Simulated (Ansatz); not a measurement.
**BH5O: a reaction path by the nudged elastic band**

Aim: the minimum-energy path between two given structures and its highest point. Both ends were relaxed at PBE0-D4 in triple zeta.

The runs use Ansatz 0.2.0, Gaussian basis; PBE0-D4/def2-SVP.

23 further runs of the same task are left out: 1 that didn't finish, 22 set aside as unsound or not needed.

## Step 1: Where the work starts

The first end: 7 atoms, charge 0, spin multiplicity 1.

Atoms are counted from 1 here; the program's logs count them from 0.

Bond lengths: B1–O2 1.348 Å, B1–H3 1.196 Å, B1–H4 1.202 Å, O2–H7 0.961 Å, H5–H6 0.747 Å. Angles: O2–B1–H3 116.8°, O2–B1–H4 120.7°, H3–B1–H4 122.5°, B1–O2–H7 113.4°.

Geometry (Å):

```xyz
7
charge 0, multiplicity 1
B     0.2193    0.3231   -0.7948
O     1.1906   -0.6012   -0.6540
H    -0.7301    0.0129   -1.4528
H     0.3236    1.4049   -0.2817
H    -1.4193   -0.7725    1.5389
H    -1.5129   -0.0660    1.7620
H     1.9289   -0.3011   -0.1177
```

The second end:

```csv
atom,x (Å),y (Å),z (Å)
B1,-0.53912,0.42482,-0.18651
O2,0.53899,-0.82475,0.16150
H3,-0.72257,0.27562,-1.36726
H4,0.07295,1.42357,0.11812
H5,0.77597,-0.77301,1.09436
H6,-1.47158,0.15693,0.52680
H7,1.34547,-0.68308,-0.34701
```

## Step 2: The band at PBE0-D4/def2-SVP

Contents of neb/in.yaml:

```yaml
crystal:
  periodic: [false, false, false]
  atoms:
    - {symbol: B, position_ang: [0.219275, 0.323090, -0.794771]}
    - {symbol: O, position_ang: [1.190584, -0.601187, -0.653962]}
    - {symbol: H, position_ang: [-0.730073, 0.012914, -1.452799]}
    - {symbol: H, position_ang: [0.323564, 1.404879, -0.281690]}
    - {symbol: H, position_ang: [-1.419257, -0.772463, 1.538938]}
    - {symbol: H, position_ang: [-1.512904, -0.066030, 1.762030]}
    - {symbol: H, position_ang: [1.928912, -0.301103, -0.117746]}
basis:
  gaussian: {orbitals: def2-SVP}
hamiltonian: {xc: pbe0, dispersion: d4}
neb:
  images: 5
  climbing: true
  max_iterations: 40
  initial_path: idpp
  final_atoms:
    - {symbol: B, position_ang: [-0.539119, 0.424823, -0.186515]}
    - {symbol: O, position_ang: [0.538987, -0.824749, 0.161499]}
    - {symbol: H, position_ang: [-0.722572, 0.275623, -1.367260]}
    - {symbol: H, position_ang: [0.072947, 1.423567, 0.118124]}
    - {symbol: H, position_ang: [0.775965, -0.773012, 1.094362]}
    - {symbol: H, position_ang: [-1.471578, 0.156931, 0.526800]}
    - {symbol: H, position_ang: [1.345469, -0.683084, -0.347010]}
```

Started as:

```
> ansatz run in.yaml --threads 2 --pin off --events-out ev --progress --plain --max-ram 4352MiB
```

Log, shortened:

```text
Functional definition: PBE0
  name "PBE0"
  cite "Adamo & Barone, J. Chem. Phys. 110, 6158 (1999) doi:10.1063/1.478522"
  cite "Perdew, Burke & Ernzerhof, Phys. Rev. Lett. 77, 3865 (1996) doi:10.1103/PhysRevLett.77.3865"
  parent pbe
[...]
574 factors; integrals over basis functions are off by at most 2.7e-4 eV
[...]
mean field -2799.25735902 eV, -102.8708105392 hartree, gradient 2.2e-5 eV, S^2 0.000000; 0 other end points of the search recorded, 0 dependent functions left out
[...]
reference -2799.25738113 eV, -102.8708113516 hartree; 9, 9 occupied and 44, 44 virtual orbitals, 574 factors
[... from here to the last solve, the lines of the solves are left out (109 solves) ...]
WARN: NEB end point (image 0): max|allowed force component| = 4.972e-1 eV/Å (the criterion of neb.relax_end_points is 1.000e-2). That is over neb.f_tol: it is no minimum, so the barrier can be far off. Relax it first
WARN: NEB end point (image 6): max|allowed force component| = 2.875e-1 eV/Å (the criterion of neb.relax_end_points is 1.000e-2). That is over neb.f_tol: it is no minimum, so the barrier can be far off. Relax it first
NEB iter   1: max|band force component| = 4.372e0 eV/Å  barrier→ = 5.4729 eV  barrier← = 4.9095 eV  Δτ_max = 0.2000 Å  (155 SCF iters)
[...]
NEB iter   4: max|band force component| = 2.554e0 eV/Å  barrier→ = 2.0906 eV  barrier← = 1.5272 eV  Δτ_max = 0.2000 Å  (126 SCF iters)
[...]
NEB iter   7: max|band force component| = 1.145e0 eV/Å  barrier→ = 1.1977 eV  barrier← = 0.6343 eV  Δτ_max = 0.1073 Å  (116 SCF iters)
[...]
NEB iter  10: max|band force component| = 1.172e0 eV/Å  barrier→ = 1.4008 eV  barrier← = 0.8374 eV  CI = image 3  Δτ_max = 0.2000 Å  (115 SCF iters)
[...]
NEB iter  13: max|band force component| = 2.910e-1 eV/Å  barrier→ = 1.4735 eV  barrier← = 0.9101 eV  CI = image 3  Δτ_max = 0.0364 Å  (109 SCF iters)
NEB iter  14: max|band force component| = 8.819e-2 eV/Å  barrier→ = 1.4602 eV  barrier← = 0.8968 eV  CI = image 3  Δτ_max = 0.0193 Å  (105 SCF iters)
[...]
NEB iter  15: max|band force component| = 4.882e-2 eV/Å  barrier→ = 1.4581 eV  barrier← = 0.8947 eV  CI = image 3  Δτ_max = 0.0000 Å  (751 SCF iters)
Total energy: -2797.83971491 eV, -102.8187130789 hartree
Atom 0 at    -0.265144     0.392549    -0.241988 Å, force    -0.033575    -0.000824     0.012657 eV/Å
Atom 1 at     0.662813    -0.867423    -0.292707 Å, force    -0.001398    -0.013166     0.055328 eV/Å
Atom 2 at    -1.100864     0.373000    -1.110299 Å, force     0.001993     0.014319    -0.013881 eV/Å
Atom 3 at     0.301003     1.421884     0.048700 Å, force     0.000792    -0.007374     0.007035 eV/Å
Atom 4 at    -0.197005    -0.686617     0.630145 Å, force    -0.012251     0.021905    -0.007347 eV/Å
Atom 5 at    -0.919734     0.004673     0.879716 Å, force     0.034388    -0.018633    -0.024319 eV/Å
Atom 6 at     1.519031    -0.637966     0.086434 Å, force     0.010051     0.003773    -0.029472 eV/Å
Dipole moment:     0.284116    -0.119707     0.347312 e Å
```

Run time: 45 s. Hardware: 2 threads of Arm Neoverse V2, shared host.

The last band:

```csv
image,path (Å),energy (kJ/mol),B1–H6 (Å),O2–H5 (Å),B1–O2 (Å),H5–H6 (Å)
0,0.00,0.0,3.11,3.41,1.35,0.75
1,0.77,2.2,2.62,2.70,1.35,0.76
2,1.55,32.5,1.97,2.06,1.37,0.77
3,2.32,140.7,1.36,1.27,1.57,1.03
4,2.96,70.3,1.23,0.97,1.70,1.76
5,3.60,55.9,1.22,0.97,1.69,2.27
6,4.24,54.4,1.20,0.96,1.69,2.50
```

The highest image, 3:

```xyz
7

B    -0.2651    0.3925   -0.2420
O     0.6628   -0.8674   -0.2927
H    -1.1009    0.3730   -1.1103
H     0.3010    1.4219    0.0487
H    -0.1970   -0.6866    0.6301
H    -0.9197    0.0047    0.8797
H     1.5190   -0.6380    0.0864
```

## Step 3: Outcome

```
                                                                       quantity                                                  value
                                                PBE0-D4/def2-SVP, 15 iterations  highest 140.7 kJ/mol (image 3), last end +54.4 kJ/mol
from earlier runs: barrier over the separately found saddle, CCSD(T)/def2-TZVPP                                           169.8 kJ/mol
```

**Reading.** The highest image lies 140.7 kJ/mol above the first end, and it climbed, so it estimates the saddle. The ends are not quite minima at this level (largest force component 0.50 eV/Å), so the heights are unreliable: relaxing the first end would lower it and raise the barrier above it. The highest image is 29.1 kJ/mol below the CCSD(T) barrier in triple zeta, which comes from separate runs on the saddle.
